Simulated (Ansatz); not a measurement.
**CH4ClGa (SMILES [CH3][GaH][Cl]): a first try and a second**

Wanted: a single-point energy of CH4ClGa, CASCI(10,10)/pc-1 (sfX2C, density fitting with cc-pVTZ-jkfit, 1 point charge).

Program for the calculation: Ansatz 0.2.0.

3 further runs of the same task are left out: 2 that didn't finish, 1 set aside as unsound or not needed.

## 1. The system as given

CH4ClGa has 7 atoms, charge 0, and is taken as a singlet. SMILES: `[CH3][GaH][Cl]`. Geometry: relaxed at PBE0-D4/def2-TZVP.

Bond lengths: C1–Ga2 1.952 Å, Ga2–Cl3 2.160 Å, C1–H4 1.093 Å, C1–H5 1.089 Å, C1–H6 1.093 Å, Ga2–H7 1.560 Å. Angles: C1–Ga2–Cl3 116.2°, C1–Ga2–H7 130.1°, Cl3–Ga2–H7 113.7°, Ga2–C1–H4 110.2°, Ga2–C1–H5 110.9°, Ga2–C1–H6 109.9°, H4–C1–H5 109.3°, H4–C1–H6 107.4°, H5–C1–H6 109.1°.

## 2. First attempt

in.yaml

```yaml
crystal:
  periodic: [false, false, false]
  atoms:
    - {symbol: C, position_ang: [-1.314900, 1.058940, -0.361260]}
    - {symbol: Ga, position_ang: [1.523340, -0.968580, 0.064260]}
    - {symbol: Cl, position_ang: [1.557000, -3.230640, 3.227040]}
    - {symbol: H, position_ang: [-0.784620, 2.946960, -0.510840]}
    - {symbol: H, position_ang: [-2.552940, 0.852480, 1.145340]}
    - {symbol: H, position_ang: [-2.242620, 0.573660, -2.026800]}
    - {symbol: H, position_ang: [3.814740, -1.232640, -1.537740]}
basis:
  gaussian:
    orbitals: pc-1.json
    fitting:
      mean_field: cc-pVTZ-jkfit
    point_charges: [{charge: -0.5, position_ang: [1.2478, 2.3279, -4.9892]}]
hamiltonian:
  pseudopotentials:
    relativity: scalar
correlation:
  active_space:
    window: {electrons: 10, orbitals: 10}
    shells: [{species: Ga, l: p, shell: 4}, {species: C, l: p, shell: 2}, {species: Cl, l: p, shell: 3}]
    fixed_orbitals: true
  frozen_orbitals: {C: 1, Cl: 5, Ga: 9, H: 0}
scf:
  lower_state_search: light
```

The basis set pc-1 is read from a file made from the Basis Set Exchange's data (not shown).

The run is started by

```sh
$ ansatz run in.yaml --threads 1 --pin off --max-ram 2610MiB --events-out events.jsonl --progress --plain --runs-dir runs
```

Log:

```text
Warning: RAYON_NUM_THREADS=1 ignored (pool sized by the plan → 1); use --threads N
Functional definition: HF
  name "HF"
  exchange = exact_x
  correlation = 0
527 factors; integrals over basis functions are off by at most 2.0e-1 eV
mean field evaluation 1: about -66350.9768 eV, gradient 2.6e1 eV
mean field evaluation 2: about -66332.4707 eV, gradient 6.3e1 eV
mean field evaluation 4: about -66353.2667 eV, gradient 1.1e1 eV
mean field evaluation 8: about -66354.0926 eV, gradient 7.3e-1 eV
mean field evaluation 16: about -66354.0895 eV, gradient 6.1e-1 eV
mean field evaluation 32: about -66346.1629 eV, gradient 7.9e0 eV
mean field -66354.09828586 eV, -2438.4681355820 hartree, gradient 9.3e-7 eV, S^2 0.000000; 7 other end points of the search recorded, 0 dependent functions left out
reference -66354.09828586 eV, -2438.4681355820 hartree; 29, 29 occupied and 50, 50 virtual orbitals, 527 factors
state -66355.06559112 eV, -2438.5036833946 hartree
Total energy: -66355.06559112 eV, -2438.5036833946 hartree
Relativity: scalar
```

Wall time 3.3 s (1 thread of Arm Neoverse V2, shared host).

## 3. Diagnosis

The program ended normally, but the settings are unsound, so its numbers aren't properties of the molecule.

The cause is that the atoms are pulled far apart. As the program read them, the closest atoms are 1.96 Å apart, against 1.09 Å in the sound input.

## 4. Try two

in.yaml

```yaml
crystal:
  periodic: [false, false, false]
  atoms:
    - {symbol: C, position_ang: [-0.730500, 0.588300, -0.200700]}
    - {symbol: Ga, position_ang: [0.846300, -0.538100, 0.035700]}
    - {symbol: Cl, position_ang: [0.865000, -1.794800, 1.792800]}
    - {symbol: H, position_ang: [-0.435900, 1.637200, -0.283800]}
    - {symbol: H, position_ang: [-1.418300, 0.473600, 0.636300]}
    - {symbol: H, position_ang: [-1.245900, 0.318700, -1.126000]}
    - {symbol: H, position_ang: [2.119300, -0.684800, -0.854300]}
basis:
  gaussian:
    orbitals: pc-1.json
    fitting:
      mean_field: cc-pVTZ-jkfit
    point_charges: [{charge: -0.5, position_ang: [1.2478, 2.3279, -4.9892]}]
hamiltonian:
  pseudopotentials:
    relativity: scalar
correlation:
  active_space:
    window: {electrons: 10, orbitals: 10}
    shells: [{species: Ga, l: p, shell: 4}, {species: C, l: p, shell: 2}, {species: Cl, l: p, shell: 3}]
    fixed_orbitals: true
  frozen_orbitals: {C: 1, Cl: 5, Ga: 9, H: 0}
scf:
  lower_state_search: light
```

The basis set pc-1 is read from a file made from the Basis Set Exchange's data (not shown).

The run is started by

```sh
$ ansatz run in.yaml --threads 1 --pin off --max-ram 2610MiB --events-out events.jsonl --progress --plain --runs-dir runs
```

Log:

```text
Warning: RAYON_NUM_THREADS=1 ignored (pool sized by the plan → 1); use --threads N
Functional definition: HF
  name "HF"
  exchange = exact_x
  correlation = 0
527 factors; integrals over basis functions are off by at most 1.2e-1 eV
mean field evaluation 1: about -66373.8961 eV, gradient 2.6e1 eV
mean field evaluation 2: about -66375.5294 eV, gradient 1.0e1 eV
mean field evaluation 4: about -66375.8422 eV, gradient 3.9e-1 eV
mean field -66375.84274749 eV, -2439.2672298080 hartree, gradient 1.9e-6 eV, S^2 0.000000; 0 other end points of the search recorded, 0 dependent functions left out
reference -66375.84274749 eV, -2439.2672298080 hartree; 29, 29 occupied and 50, 50 virtual orbitals, 527 factors
state -66376.31421288 eV, -2439.2845558416 hartree
Total energy: -66376.31421288 eV, -2439.2845558416 hartree
Relativity: scalar
```

It took 0.64 s on 1 thread of Arm Neoverse V2, shared host.

## 5. What came out

At CASCI(10,10)/pc-1 (sfX2C, density fitting with cc-pVTZ-jkfit, 1 point charge):

| quantity | value |
| --- | --- |
| total energy | -2439.28456 Eh |

The first attempt's energy was +21.249 eV off this one. The basis was contracted for non-relativistic atoms, which limits what the relativistic Hamiltonian can do in the core.
